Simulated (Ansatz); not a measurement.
# CH3AlF2Si: one species, many methods

Aim: compute CH3AlF2Si with functionals from several rungs and with coupled cluster. The yardstick is the atomisation energy at the CCSD(T) limit.

Method: functionals in def2-TZVPP, the program's frozen cores in correlated methods; program: Ansatz 0.2.0, Gaussian basis.

The runs, in order: LDA (SPW92), PBE-D4, revPBE-D4, BLYP-D4, r2SCAN-D4, B97M-V, PBE0-D4, B3LYP-D4, r2SCANh-D4, r2SCAN0-D4, HSE06-D4, BHLYP-D4, CAM-B3LYP-D4, LC-ωPBE, ωB97X-V, ωB97M-V, B2PLYP, PBE-QIDH; CCSD(T)/def2-SVP; CCSD(T)/def2-TZVPP; MP2/def2-QZVPP; extrapolation to the limit; RPA on PBE.

### Step 1. Structure used throughout

All runs share one geometry, relaxed beforehand with PBE0-D4 in a triple-zeta def2 set.

8 atoms, charge 0, spin multiplicity 1.

Atoms are counted from 1 here; the program's logs count them from 0.

Bond lengths: F1–C2 1.356 Å, C2–Al4 1.931 Å, C2–Si5 1.733 Å, F3–Al4 1.649 Å, Al4–H6 1.575 Å, Si5–H7 1.475 Å, Si5–H8 1.480 Å. Angles: F1–C2–Al4 121.2°, F1–C2–Si5 122.2°, Al4–C2–Si5 116.6°, C2–Al4–F3 120.3°, C2–Al4–H6 120.7°, F3–Al4–H6 119.1°, C2–Si5–H7 115.7°, C2–Si5–H8 127.0°, H7–Si5–H8 117.3°.

### Step 2. LDA

This LDA is Slater exchange with PW92 correlation.

Contents of in.yaml:

```yaml
crystal:
  periodic: [false, false, false]
  atoms:
    - {symbol: F, position_ang: [1.160936, -1.364192, 1.158512]}
    - {symbol: C, position_ang: [0.435374, -0.536142, 0.366857]}
    - {symbol: F, position_ang: [-0.092078, 1.519807, 2.636247]}
    - {symbol: Al, position_ang: [-0.319966, 1.101021, 1.057737]}
    - {symbol: Si, position_ang: [0.136020, -0.882831, -1.304755]}
    - {symbol: H, position_ang: [-1.159661, 2.053585, 0.126807]}
    - {symbol: H, position_ang: [-0.670289, 0.115119, -2.031524]}
    - {symbol: H, position_ang: [0.601664, -2.063468, -2.065680]}
basis:
  gaussian: {orbitals: def2-TZVPP}
hamiltonian: {xc: lda}
output: {orbitals: {seedname: orbitals}}
```

Run with:

```sh
> ansatz run in.yaml --threads 2 --pin off --events-out ev --progress --plain --max-ram 4352MiB
```

Further steps of the session: PBE-D4 (GGA); revPBE-D4 (GGA); BLYP-D4 (GGA); r2SCAN-D4 (meta-GGA); B97M-V (meta-GGA); PBE0-D4 (hybrid); B3LYP-D4 (hybrid); r2SCANh-D4 (hybrid); r2SCAN0-D4 (hybrid); HSE06-D4 (hybrid); BHLYP-D4 (hybrid); CAM-B3LYP-D4 (range-separated); LC-ωPBE (range-separated); ωB97X-V (range-separated); ωB97M-V (range-separated); B2PLYP (double hybrid); PBE-QIDH (double hybrid); CCSD(T) in def2-SVP; CCSD(T) in def2-TZVPP; MP2 in def2-QZVPP; RPA on PBE orbitals.

Before running them: what should the planned runs give, taken together? Wanted: atomisation energy, CCSD(T)/CBS; farthest beyond LDA; mean size of error, GGA; mean size of error, meta-GGA; mean size of error, hybrid; mean size of error, range-separated; mean size of error, double hybrid; gap, smallest and largest; T1 diagnostic.

As calculated:

| quantity | value |
| --- | --- |
| atomisation energy, CCSD(T)/CBS | 2683.1 kJ/mol |
| functionals within 13.4 kJ/mol (0.5 %) | BLYP-D4, r2SCAN-D4, CAM-B3LYP-D4, ωB97X-V, ωB97M-V |
| farthest beyond LDA | BHLYP-D4 (-122.8 kJ/mol) |
| mean size of error, GGA | 25.8 kJ/mol |
| mean size of error, meta-GGA | 13.7 kJ/mol |
| mean size of error, hybrid | 48.7 kJ/mol |
| mean size of error, range-separated | 9.6 kJ/mol |
| mean size of error, double hybrid | 45.0 kJ/mol |
| gap, smallest and largest | 3.08 eV (LDA (SPW92)), 9.31 eV (LC-ωPBE) |
| T1 diagnostic | 0.0156 |
| triples share of the correlation energy | 3.6 % |

In words: The LDA atomisation energy is off by 410.1 kJ/mol (15 %): it overbinds. PBE-D4 misses by +44.3 kJ/mol. Double hybrids carry the basis error of their MP2 part in triple zeta, and no dispersion term here, so their miss is partly the set-up's. By mean error the best rung here is range-separated (9.6 kJ/mol) and the worst beyond LDA is hybrid (48.7 kJ/mol). The gap between the best rungs is small, so their order is not settled. The mean of the hybrids holds BHLYP, with half exact exchange. Misses under about 13.4 kJ/mol are within the doubt on the reference itself, which lacks core-valence correlation, relativity and higher excitations. Hartree-Fock recovers 71 % of the binding; the rest is correlation. CCSD(T) in def2-SVP is off by -187.0 kJ/mol, which most functionals beat. Orbital gaps span 3.1 to 9.3 eV; exact exchange widens them. The restricted reference is unstable towards a spin-broken one.
